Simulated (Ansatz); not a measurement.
This script drives Ansatz 0.2.0 through its Python package.

Script `f2geh4si.py`:
```python
"""Potential curve of F2GeH4Si along one bond."""

import ansatz as az
from ase import Atoms
import numpy as np

atoms = Atoms(["F", "Si", "F", "Ge", "H", "H", "H", "H"], positions=[
    (1.3063, -1.5271, 1.2853),
    (1.0959, -0.1365, 0.2728),
    (1.9565, -0.3714, -1.1524),
    (-1.0559, 0.1804, -0.2665),
    (1.603, 1.0511, 0.9562),
    (-1.9472, 0.4051, 1.0346),
    (-1.6306, -1.0851, -0.9968),
    (-1.2359, 1.4263, -1.1889),
])
system = az.Crystal.molecule_from_ase(atoms)

symbols = [site.symbol for site in system.cartesian_sites]
start = np.array([site.position_ang for site in system.cartesian_sites])
axis = (start[2] - start[1]) / np.linalg.norm(start[2] - start[1])
moving = [2]
lengths, energies = [1.48, 1.547, 1.614, 1.681, 1.749, 1.816, 1.883, 1.984], []
for length in lengths:
    xyz = start.copy()
    xyz[moving] += (length - np.linalg.norm(start[2] - start[1])) * axis
    point = az.Crystal.molecule()
    for symbol, place in zip(symbols, xyz):
        point = point.atom(symbol, place.tolist())
    calculation = (
        point.calculation()
        .basis(gaussian="def2-SVP")
        .functional("r2scan0")
    )
    r = calculation.run().report
    energies.append(r["free_energy_ev"])
    print(f"r = {length:6.3f} A  E = {energies[-1]:.5f} eV  <S^2> = {abs(r['mean_field']['state']['spin_squared']):.3f}")

# quartic fit about the minimum
fit = np.polynomial.Polynomial.fit(lengths, np.array(energies) - min(energies), 4).convert()
roots = [r.real for r in fit.deriv().roots() if abs(r.imag) < 1e-9 and fit.deriv(2)(r.real) > 0]
r_e = min(roots, key=lambda r: abs(r - lengths[int(np.argmin(energies))]))
print(f"minimum of the fit at {r_e:.4f} A, force constant {fit.deriv(2)(r_e):.2f} eV/A^2")
```

It is started by `python f2geh4si.py`. How long does it take on 1 thread of Arm Neoverse V2, with other jobs on the host, and how much memory does it need?

It took about 53 s, with a peak of 0.29 GiB, for 8 runs of the engine.

```console
$ python f2geh4si.py
r =  1.480 A  E = -69878.60995 eV  <S^2> = 0.000
r =  1.547 A  E = -69878.91325 eV  <S^2> = 0.000
r =  1.614 A  E = -69878.98940 eV  <S^2> = 0.000
r =  1.681 A  E = -69878.90578 eV  <S^2> = 0.000
r =  1.749 A  E = -69878.70786 eV  <S^2> = 0.000
r =  1.816 A  E = -69878.43771 eV  <S^2> = 0.000
r =  1.883 A  E = -69878.11939 eV  <S^2> = 0.000
r =  1.984 A  E = -69877.58967 eV  <S^2> = 0.000
minimum of the fit at 1.6091 A, force constant 36.81 eV/A^2
```

Caveats:
- Total energies depend on the basis set; only differences at equal settings carry meaning.
- The rest of the molecule is held rigid at a force-field or estimated start geometry, and the basis set is modest; single-reference methods fail as a bond breaks.
- The orbitals are restricted, so S² is zero by construction.
